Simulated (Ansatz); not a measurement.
# F2 on WC (101)

This session takes WC and sets out to adsorb F2 from several starts and take the binding apart.

Computed with Ansatz 0.2.0 (DFT PBE+D3(BJ), scalar-relativistic, plane waves, PAW, unless a step's input says otherwise).

2 further runs of the same task are left out: 2 set aside as unsound or not needed.

### Step 1. The system as given

The structure is monoclinic, space group Cm (No. 8). The conventional cell has a = 7.574 Å, b = 2.902 Å, c = 21.953 Å, α = 90.00°, β = 90.00°, γ = 90.00°. Around W (site symmetry m) lie 4 C at 2.19 Å. Around C (site symmetry m) lie 5 W at 2.19 Å. W (site symmetry m) has 6 C at 2.19 Å in its first shell of neighbours. Around C (site symmetry m) lie 6 W at 2.19 to 2.21 Å. Around W (site symmetry m) lie 6 C at 2.14 to 2.21 Å. C (site symmetry m) has 6 W at 2.17 to 2.20 Å in its first shell of neighbours. Around W (site symmetry m) lie 5 C at 2.09 to 2.33 Å. C (site symmetry m) has 4 W at 2.09 to 2.33 Å in its first shell of neighbours.

Coordinates:

```xyz
32
Lattice="5.8038 0.0000 0.0000 -2.9019 7.5736 0.0000 0.0000 0.0000 21.9531" Properties=species:S:1:pos:R:3 pbc="T T T"
W     2.9019    5.4546    8.0000
W     4.3529    1.6678    8.0000
W     0.0000    5.4546    8.0000
W     1.4510    1.6678    8.0000
C     0.0000    0.0524    8.3133
C    -1.4510    3.8392    8.3133
C     2.9019    0.0524    8.3133
C     1.4510    3.8392    8.3133
W     2.9019    3.3357    9.8799
W     1.4510    7.1225    9.8799
W     0.0000    3.3357    9.8799
W    -1.4510    7.1225    9.8799
C     2.9019    5.5071   10.1932
C     4.3529    1.7203   10.1932
C     0.0000    5.5071   10.1932
C     1.4510    1.7203   10.1932
W     2.9035    1.2186   11.7800
W     1.4526    5.0054   11.7800
W     0.0016    1.2186   11.7800
W    -1.4493    5.0054   11.7800
C     2.9042    3.3739   12.0681
C     1.4532    7.1607   12.0681
C     0.0023    3.3739   12.0681
C    -1.4487    7.1607   12.0681
W     0.0009    6.6342   13.6323
W     1.4518    2.8474   13.6323
W     2.9028    6.6342   13.6323
W     4.3537    2.8474   13.6323
C     2.9046    1.3680   13.9187
C     1.4537    5.1548   13.9187
C     0.0027    1.3680   13.9187
C    -1.4482    5.1548   13.9187
```

Miller indices refer to the conventional cell of the relaxed bulk, P-6m2 (No. 187): a = 2.902 Å, b = 2.902 Å, c = 2.833 Å, α = 90.00°, β = 90.00°, γ = 120.00°.

It is a (101) slab, 6.0 Å thick as cut, with 16 Å of vacuum, in a 2×2 surface cell; its outer planes are C (top) and W (bottom). An earlier relaxation, lower half held, gave -170165.8062 eV, work function 4.45 eV (top face), 4.08 eV (bottom face), dipole along +c -0.091 e·Å per cell.

### Step 2. F2, upright, over a hollow (nearest W) site

input.yaml

```yaml
crystal:
  lattice:
    - [5.8038113749, 0.0, 0.0]
    - [-2.9019056875, 7.5735822842, 0.0]
    - [0.0, 0.0, 25.3681597246]
  atoms:
    - { symbol: W, position: [0.8601095922, 0.7202191844, 0.3153559456] }
    - { symbol: W, position: [0.8601095922, 0.2202191844, 0.3153559456] }
    - { symbol: W, position: [0.3601095922, 0.7202191844, 0.3153559456] }
    - { symbol: W, position: [0.3601095922, 0.2202191844, 0.3153559456] }
    - { symbol: C, position: [0.0034611909, 0.0069223818, 0.3277068192] }
    - { symbol: C, position: [0.0034611909, 0.5069223818, 0.3277068192] }
    - { symbol: C, position: [0.5034611909, 0.0069223818, 0.3277068192] }
    - { symbol: C, position: [0.5034611909, 0.5069223818, 0.3277068192] }
    - { symbol: W, position: [0.7202191845, 0.4404383689, 0.389461187] }
    - { symbol: W, position: [0.7202191844, 0.9404383689, 0.389461187] }
    - { symbol: W, position: [0.2202191844, 0.4404383689, 0.389461187] }
    - { symbol: W, position: [0.2202191844, 0.9404383689, 0.389461187] }
    - { symbol: C, position: [0.8635707832, 0.7271415663, 0.4018120605] }
    - { symbol: C, position: [0.8635707832, 0.2271415663, 0.4018120605] }
    - { symbol: C, position: [0.3635707831, 0.7271415663, 0.4018120605] }
    - { symbol: C, position: [0.3635707831, 0.2271415663, 0.4018120605] }
    - { symbol: W, position: [0.580728972, 0.1609009148, 0.4643607845] }
    - { symbol: W, position: [0.580728972, 0.6609009148, 0.4643607845] }
    - { symbol: W, position: [0.080728972, 0.1609009148, 0.4643607845] }
    - { symbol: W, position: [0.080728972, 0.6609009148, 0.4643607845] }
    - { symbol: C, position: [0.7231370632, 0.4454866453, 0.4757201552] }
    - { symbol: C, position: [0.7231370632, 0.9454866453, 0.4757201552] }
    - { symbol: C, position: [0.2231370632, 0.4454866453, 0.4757201552] }
    - { symbol: C, position: [0.2231370632, 0.9454866453, 0.4757201552] }
    - { symbol: W, position: [0.4381356048, 0.8759672108, 0.5373799176] }
    - { symbol: W, position: [0.4381356048, 0.3759672108, 0.5373799176] }
    - { symbol: W, position: [0.9381356048, 0.8759672108, 0.5373799176] }
    - { symbol: W, position: [0.9381356048, 0.3759672108, 0.5373799176] }
    - { symbol: C, position: [0.5907801763, 0.1806243262, 0.5486667834] }
    - { symbol: C, position: [0.5907801763, 0.6806243262, 0.5486667834] }
    - { symbol: C, position: [0.0907801763, 0.1806243262, 0.5486667834] }
    - { symbol: C, position: [0.0907801763, 0.6806243262, 0.5486667834] }
    - { symbol: F, position: [0.2644578906, 1.0282957685, 0.6306593292] }
    - { symbol: F, position: [0.2644578906, 1.0282957685, 0.6864418541] }
basis:
  ecutwfc: 420
kpoints:
  mp_grid: { grid: [4, 3, 1] }
hamiltonian:
  xc: pbe
  dispersion: d3bj
scf:
  occupations: { method: gaussian, width: 0.1 }
output:
  forces: true
  eigenvalues: true
  write_density: true
  write_potential: true
  elf: true
  volumetric_format: npy
relax:
  adjacent_minimum: "off"
  f_tol: 0.04
  max_steps: 100
  constraints: [{ sites: [0, 1, 2, 3, 4, 5, 6, 7, 8, 9, 10, 11, 12, 13, 14, 15] }]
efield:
  axis: 3
  dipole_correction: true
  ramp_width: 0.04
```

The run is started by

```sh
$ ansatz run input.yaml --threads 4 --pin off --max-ram 10240MiB --backend cpu --events-out ev --progress --plain --runs-dir out
```

The session goes on with these runs: F2, flat, over a hollow (nearest W) site; the lowest end once more, with its density; the slab alone, frozen as in the lowest end; the molecules alone, frozen as adsorbed.

Q: Predict the outcome of this session. Wanted: F2: lowest end; interaction of the frozen parts; electrons moved above the midplane.

**Answer**, as computed:

| quantity | value |
| --- | --- |
| F2: lowest end | E_ads -7.48 eV, flat start over hollow W-C |
| interaction of the frozen parts | -11.58 eV a cell |
| cost of deforming the slab | 0.57 eV |
| cost of deforming and crowding the molecules | 3.53 eV |
| electrons moved above the midplane | +0.323 |

In words: F2 binds with 7.48 eV a molecule at best. In the lowest end it has come apart into F + F. In all 1.20 electrons are rearranged, and 0.32 cross the midplane towards the molecule. The runs treat W without spin-orbit coupling. With holes in the anion's p shell and no spin polarisation, a magnetic state may well lie lower, so these values are doubtful.
